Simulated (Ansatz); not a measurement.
# TiAl: a relaxation

Aim: a sound relaxation of TiAl. The structure is shown as the input types it.

Method: DFT, r2SCAN, PAW with Ansatz's default frozen-core files, scalar-relativistic; relaxation of cell and atoms, in Ansatz 0.2.0.

## (1) The starting structure

The structure is tetragonal, space group P4/mmm (No. 123). The conventional cell has a = 2.837 Å, b = 2.837 Å, c = 4.059 Å, α = 90.00°, β = 90.00°, γ = 90.00°. Around Ti (site symmetry 4/mmm) lie 4 Ti at 2.84 Å and 8 Al at 2.85 Å. Al (site symmetry 4/mmm) is surrounded by 4 Al at 2.84 Å and 8 Ti at 2.85 Å.

As a file:

```cif
data_structure
_symmetry_space_group_name_H-M 'P4/mmm'
_symmetry_Int_Tables_number 123
_cell_length_a 2.8373
_cell_length_b 2.8373
_cell_length_c 4.0591
_cell_angle_alpha 90.000
_cell_angle_beta 90.000
_cell_angle_gamma 90.000
_cell_volume 32.68
loop_
_atom_site_label
_atom_site_type_symbol
_atom_site_symmetry_multiplicity
_atom_site_Wyckoff_symbol
_atom_site_fract_x
_atom_site_fract_y
_atom_site_fract_z
_atom_site_occupancy
Ti1 Ti 1 a 0.00000 0.00000 0.00000 1
Al1 Al 1 d 0.50000 0.50000 0.50000 1
```

## (2) The run

The input, input.yaml:

```yaml
crystal:
  lattice:
    - [2.8373, 0.0, 0.0]
    - [0.0, 2.8373, 0.0]
    - [0.0, 0.0, 4.0591]
  atoms:
    - { symbol: Ti, position: [0.0, 0.0, 0.0] }
    - { symbol: Al, position: [0.5, 0.5, 0.5] }
kpoints:
  mp_grid: { grid: [12, 12, 10] }
scf:
  occupations: { method: fermi_dirac, width: 0.1 }
  max_iter: 50
hamiltonian:
  xc: r2scan
  pseudopotentials: { kind: paw }
relax:
  f_tol: 0.002
  max_steps: 80
  cell: {}
  max_displacement: 2.0
output:
  forces: true
  stress: true
```

Run with:

```
> ansatz run input.yaml --threads 1 --pin off --max-ram 3072MiB --backend cpu --events-out ev --progress --plain --runs-dir out
```

What happens when this is run?

The run converged and reported no error. Convergence says nothing about whether the input makes sense.

The suspect setting: relax.max_displacement is 2.0. The risk: steps too long. It still converged here, which does not make the setting sound.

Run again and compare: delete relax.max_displacement (the default then holds).
